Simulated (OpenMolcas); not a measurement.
# Mn⁴⁺ among point charges: CASSCF and CASPT2 levels and susceptibility

Aim: the splitting of the states of Mn⁴⁺ in the field of 6 point charges, its lowest levels with spin-orbit coupling and its magnetic susceptibility.

Program: OpenMolcas 26.06. Level of theory: state-averaged CASSCF and CASPT2, spin-orbit coupling by RASSI with atomic mean-field integrals. These are calculated values, not measurements, unless marked.

## Step 1: What is computed

| Property | Result |
| --- | --- |
| Species | Mn⁴⁺ (manganese, Z = 25, 21 electrons) |
| Basis | ANO-RCC-VDZP [5s4p2d1f], 34 functions |
| Scalar Hamiltonian | DKH2, point nucleus |
| Inactive shells | 1s 2s 2p 3s 3p |
| Active space | 3 electrons in 5 orbitals (3d) |
| Some configurations of this space | 3d³ |
| Orbitals | optimised for each spin and parity, averaged over all roots |

Outer shells as boxes (Hund's rule):

3d3
```
3d [↑ ][↑ ][↑ ][  ][  ]
```

The ion sits among 6 point charges of -1 e arranged as a tetragonal octahedron (D4h), 1.8 Å from the ion, with the axial distance 1.962 Å.

The work runs as a chain of OpenMolcas steps in one folder; each step below is one input file. Labels, J, g values, rates, χT and fits are worked out afterwards by a script from the matrices that RASSI stores. The input lists half of the charges; inversion (Group=XYZ) makes the rest.

## Step 2: One- and two-electron integrals

Contents of a.inp:

```
&GATEWAY
Coord
1

Mn 0.0 0.0 0.0
Basis=ANO-RCC-VDZP
Group=XYZ
NoMove
AngMom=0.0 0.0 0.0
AMFI
XField
3 Angstrom 0
1.800000 0.000000 0.000000 -1.000000
0.000000 1.800000 0.000000 -1.000000
0.000000 0.000000 1.962000 -1.000000
&SEWARD
```

Command:

```
> OMP_NUM_THREADS=1 MOLCAS_MEM=1689 MOLCAS_PROJECT=a pymolcas a.inp > a.log
```

## Step 3: Reference wave functions, quartets of even parity, 10 roots

Contents of a.inp:

```
&RASSCF
FileOrb=start.orb
Symmetry=1
Spin=4
nActEl=3 0 0
Inactive=3 6
Ras2=5 0
CIRoot=10 10 1
SDav=10
CIMx=300
Iter=120 100
PrWF=0.3
OrbListing=Nothing
MaxOrb=0
>>> COPY $Project.JobIph JOB001
```

start.orb holds the contracted functions of the basis, ordered by shell, or the orbitals of the step before.

## Step 4: Reference wave functions, doublets of even parity, 40 roots

Contents of a.inp:

```
&RASSCF
FileOrb=start.orb
Symmetry=1
Spin=2
nActEl=3 0 0
Inactive=3 6
Ras2=5 0
CIRoot=40 40 1
SDav=40
CIMx=300
Iter=120 100
PrWF=0.3
OrbListing=Nothing
MaxOrb=0
>>> COPY $Project.JobIph JOB002
```

## Step 5: RASSI: spin-orbit coupling between the states

Contents of a.inp:

```
&RASSI
NrOfJobIphs=2 10 40
1 2 3 4 5 6 7 8 9 10
1 2 3 4 5 6 7 8 9 10 11 12 13 14 15 16 17 18 19 20 21 22 23 24 25 26 27
28 29 30 31 32 33 34 35 36 37 38 39 40
IphNames
JOB001
JOB002
EJob
SpinOrbit
DIPRint=1.0
SOCoupling=1000.0
Subsets=2
Property=9
'ANGMOM' 1 'ANGMOM' 2 'ANGMOM' 3 'MLTPL  1' 1 'MLTPL  1' 2 'MLTPL  1' 3
'AMFI' 1 'AMFI' 2 'AMFI' 3
SOProperty=3
'ANGMOM' 1 'ANGMOM' 2 'ANGMOM' 3
```

## Step 6: CASPT2: IPEA 0.25, imaginary shift 0.1 (closed shells correlated: 3s 3p)

Contents of a.inp:

```
>>> COPY JOB001 $Project.JobIph
&CASPT2
Multistate=10 1 2 3 4 5 6 7 8 9 10
NoMult
Frozen=2 3
IPEA=0.25
Imaginary=0.1
MaxIter=60
WThr=0.0 0.3 0.05
PrWF=0.5
NoMix
>>> COPY JOB002 $Project.JobIph
&CASPT2
Multistate=40 1 2 3 4 5 6 7 8 9 10 11 12 13 14 15 16 17 18 19 20 21 22
23 24 25 26 27 28 29 30 31 32 33 34 35 36 37 38 39 40
NoMult
Frozen=2 3
IPEA=0.25
Imaginary=0.1
MaxIter=60
WThr=0.0 0.3 0.05
PrWF=0.5
NoMix
```

(Steps that only read results are left out.)

Q: Predict the outcome of this session. Wanted: spin-free ground state; first state of the same spin within the active space; lowest level; next level.

The runs gave:

| quantity | value |
| --- | --- |
| method | SS-CASPT2, IPEA 0.25, imaginary shift 0.1 (closed shells correlated: 3s 3p) |
| spin-free ground state | 4B1, 1-fold in its orbital part |
| first state of the same spin within the active space | 4E at 1310 cm⁻¹ |
| lowest level | 2-fold E3/2, g = 1.44, 2.52, 2.52 |
| next level | 53.2 cm⁻¹ |
| χT at 300 K | 1.11 cm³ K/mol |
| effective moment at 300 K | 2.98 μB |

Cost by method:

| method | time of its own steps | time with the reference |
| --- | --- | --- |
| A. CASSCF | 9.5 s | 9.5 s |
| B. SS-CASPT2, IPEA 0.25, imaginary shift 0.1, +3s 3p | 2.6 s | 12 s |

Times are of one thread on a shared host.

The spin-free ground state (4B1) comes to 100 % from free-ion F terms and keeps the highest spin of the shell. χT at 300 K is 1.11, against 1.88 cm³ K/mol for the spin alone, so spin-orbit coupling lowers it. The field of point charges can differ much from that of real complexes. Point charges carry no covalency, so the field is a model and not that of real ligands.
